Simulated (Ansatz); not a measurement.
# H2SiTi: the cost of one run

The runs use Ansatz 0.2.0, Gaussian basis; the settings change from run to run.

17 further runs of the same task are left out: 3 that didn't finish, 14 set aside as unsound or not needed.

**1. What is computed**

The geometry is a PBE0/def2-TZVP stationary point (not a proven minimum) of the parent state, kept for this charge and spin.

4 atoms, charge 0, spin multiplicity 3.

Atoms are counted from 1 here; the program's logs count them from 0.

Bond lengths: Ti1–Si2 2.493 Å, Ti1–H3 1.742 Å, Ti1–H4 1.742 Å. Angles: Si2–Ti1–H3 118.7°, Si2–Ti1–H4 118.7°, H3–Ti1–H4 122.5°.

**2. CCSDT on ROHF/STO-3G**

in.yaml reads:

```yaml
crystal:
  periodic: [false, false, false]
  atoms:
    - {symbol: Ti, position_ang: [0.000000, 0.000000, 0.876466]}
    - {symbol: Si, position_ang: [0.000000, 0.000000, -1.616810]}
    - {symbol: H, position_ang: [0.000000, 1.527869, 1.713949]}
    - {symbol: H, position_ang: [0.000000, -1.527869, 1.713949]}
basis:
  gaussian: {orbitals: STO-3G}
magnetization: {spin_polarized: false, initial_magnetization: 2}
correlation: {method: ccsdt, electrons: all}
```

Started as:

```bash
> ansatz run in.yaml --threads 1 --pin off --events-out ev --progress --plain --max-ram 2393MiB
```

What time and memory should one allow on 1 thread of Arm Neoverse V1, shared host?

About 56 s, with a peak of 0.33 GiB.
